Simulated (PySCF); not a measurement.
**YbF2: other functionals and bases at one geometry**

How far do other levels of theory move the description of YbF2, and what does each cost? The species was built from a template and needn't be a known compound.

Program: PySCF 2.14.0. Level of theory: several levels, as the steps say, no spin–orbit coupling. These are calculated values, not measurements.

1 further run of the same task is left out (for a known fault of the program).

### Step 1. The starting structure

3 atoms, charge 0, spin multiplicity 1.

Bond lengths: Yb1–F2 2.008 Å, Yb1–F3 2.008 Å. Angles: F2–Yb1–F3 120.7°.

Coordinates:

```xyz
3
F2Yb
Yb    0.0000    0.0000   -0.2278
F     1.7451    0.0000    0.7656
F    -1.7451    0.0000    0.7656
```

Formal oxidation states: Yb +2. An earlier session relaxed this geometry at PBE0, Yb def2-SVP with ECP28, F def2-SVP (singlet, point group C2v).

At PBE0 on the finer grid: E = -1358.646700 Eh, HOMO -4.81 eV, LUMO -1.82 eV, Mulliken charge on Yb1 +1.06 e, largest force component 0.001 eV/Å. 

Levels to run: BLYP; wB97X; PBE0, TZVP. Hardware: 2 threads of Arm Neoverse V1, shared host.

### Step 2. BLYP

File run.py (the lines that set the calculation):

```python
mol = gto.M(atom='''
Yb     0.00000     0.00000    -0.22782
F      1.74515     0.00000     0.76559
F     -1.74515     0.00000     0.76559''',
    basis={'Yb': 'def2-SVP', 'F': 'def2-SVP'},
    ecp={'Yb': 'def2-SVP'},
    charge=0, spin=0)
mf = dft.RKS(mol, xc='BLYP')
mf.grids.atom_grid = (75, 302)  # f atoms: unpruned, at least (60, 302)
mf = mf.density_fit()  # fitting sets: Yb def2-universal-JKFIT, F def2-universal-JKFIT
mf.conv_tol = 1e-08; mf.max_cycle = 55
mf.kernel(dm0)  # dm0: the density of the relaxed state
```

On the command line:

```console
> OMP_NUM_THREADS=2 python run.py
```

### Step 3. wB97X

run.py (the lines that set the calculation): that of step 2 with these lines changed.

```diff
@@ -7,3 +7,3 @@
     charge=0, spin=0)
-mf = dft.RKS(mol, xc='BLYP')
+mf = dft.RKS(mol, xc='WB97X')
 mf.grids.atom_grid = (75, 302)  # f atoms: unpruned, at least (60, 302)
```

### Step 4. PBE0, TZVP

Basis: Yb def2-TZVP with ECP28, F def2-TZVP. 

File run.py (the lines that set the calculation):

```python
mol = gto.M(atom='''
Yb     0.00000     0.00000    -0.22782
F      1.74515     0.00000     0.76559
F     -1.74515     0.00000     0.76559''',
    basis={'Yb': 'def2-TZVP', 'F': 'def2-TZVP'},
    ecp={'Yb': 'def2-TZVP'},
    charge=0, spin=0)
mf = dft.RKS(mol, xc='PBE0')
mf.grids.atom_grid = (75, 302)  # f atoms: unpruned, at least (60, 302)
mf = mf.density_fit()  # fitting sets: Yb def2-universal-JKFIT, F def2-universal-JKFIT
mf.conv_tol = 1e-08; mf.max_cycle = 55
mf.kernel(dm0)  # dm0: free metal ions and neutral atoms
```

What does the calculation give? Wanted: for each run, HOMO; gap; charge on Yb1; dipole; largest force.

The runs gave:

| level | state | HOMO (eV) | gap (eV) | charge on Yb1 (e) | dipole (D) | largest force (eV/Å) | basis functions | time |
| --- | --- | --- | --- | --- | --- | --- | --- | --- |
| PBE0 (relaxed here) | singlet | -4.81 | 2.99 | 1.06 | 6.00 | 0.00 | 109 | 12 s |
| BLYP | singlet | -3.17 | 0.35 | 0.88 | 4.96 | 0.12 | 109 | 7.3 s |
| wB97X | singlet | -7.29 | 7.28 | 1.05 | 6.11 | 0.17 | 109 | 6.3 s |
| PBE0, TZVP | singlet | -5.08 | 3.11 | 1.21 | 6.33 | 0.44 | 158 | 17 s |

Times are on 2 threads of Arm Neoverse V1, shared host; the first row also made further properties.

In one basis the HOMO–LUMO gap runs from 0.35 eV (BLYP) to 7.28 eV (wB97X). The largest leftover force, 0.44 eV/Å with PBE0, TZVP, stands at a geometry relaxed at another level. The Mulliken charge on Yb spans +0.88 to +1.21 e over the levels. Total energies of different levels can't be compared. Spin–orbit coupling is left out throughout.
